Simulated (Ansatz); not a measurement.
# CH6ClNOSi: the cost of one run

Program: Ansatz 0.2.0. Level of theory: RKS B3LYP-D4/cc-pVDZ. These are calculated values, not measurements.

### 1 The structure to begin with

Bond lengths: N1–Si2 1.662 Å, Si2–C3 1.858 Å, C3–O4 1.396 Å, C3–Cl5 1.773 Å, N1–H6 1.052 Å, N1–H7 0.980 Å, Si2–H8 1.478 Å, Si2–H9 1.476 Å, C3–H10 1.124 Å, O4–H11 1.043 Å. Angles (14 of 16 angles, heavy atoms first): N1–Si2–C3 112.2°, Si2–C3–O4 120.6°, Si2–C3–Cl5 109.3°, O4–C3–Cl5 106.7°, N1–Si2–H8 104.6°, N1–Si2–H9 108.7°, C3–Si2–H8 111.0°, C3–Si2–H9 111.9°, Si2–N1–H6 110.0°, Si2–N1–H7 112.3°, Si2–C3–H10 111.3°, O4–C3–H10 102.7°, Cl5–C3–H10 105.0°, C3–O4–H11 103.7°.

As a file:

```xyz
11

N    -1.5116   -0.0211   -0.7677
Si    0.1443    0.0850   -0.8708
C     0.9522    0.0788    0.8022
O     0.5409   -0.8211    1.7872
Cl    0.8420    1.6995    1.5130
H    -1.9379    0.0678   -1.7251
H    -1.8069   -0.8773   -0.3942
H     0.5451   -1.1009   -1.6575
H     0.4926    1.2913   -1.6461
H     2.0542   -0.1300    0.7220
H    -0.2496   -0.3289    2.2577
```

### 2 Relaxing end A

Input file input.yaml:

```yaml
crystal:
  periodic: [false, false, false]
  atoms:
    - { symbol: "N", position_ang: [-1.5116, -0.0211, -0.7677] }
    - { symbol: Si, position_ang: [0.1443, 0.085, -0.8708] }
    - { symbol: C, position_ang: [0.9522, 0.0788, 0.8022] }
    - { symbol: O, position_ang: [0.5409, -0.8211, 1.7872] }
    - { symbol: Cl, position_ang: [0.842, 1.6995, 1.513] }
    - { symbol: H, position_ang: [-1.9379, 0.0678, -1.7251] }
    - { symbol: H, position_ang: [-1.8069, -0.8773, -0.3942] }
    - { symbol: H, position_ang: [0.5451, -1.1009, -1.6575] }
    - { symbol: H, position_ang: [0.4926, 1.2913, -1.6461] }
    - { symbol: H, position_ang: [2.0542, -0.13, 0.722] }
    - { symbol: H, position_ang: [-0.2496, -0.3289, 2.2577] }
basis:
  gaussian: { orbitals: cc-pVDZ }
hamiltonian:
  xc: b3lyp
  dispersion: d4
relax:
  f_tol: 0.02
  max_steps: 50
```

Run with:

```
$ ansatz run input.yaml --threads 2 --pin off --max-ram 3072MiB --backend cpu --events-out ev --progress --plain --runs-dir out
```

**Question.** How long does this run take on 2 threads of Intel Xeon 6975P-C (Granite Rapids), shared host, and how much memory does it need?

About 37 s, with a peak of 0.27 GiB.
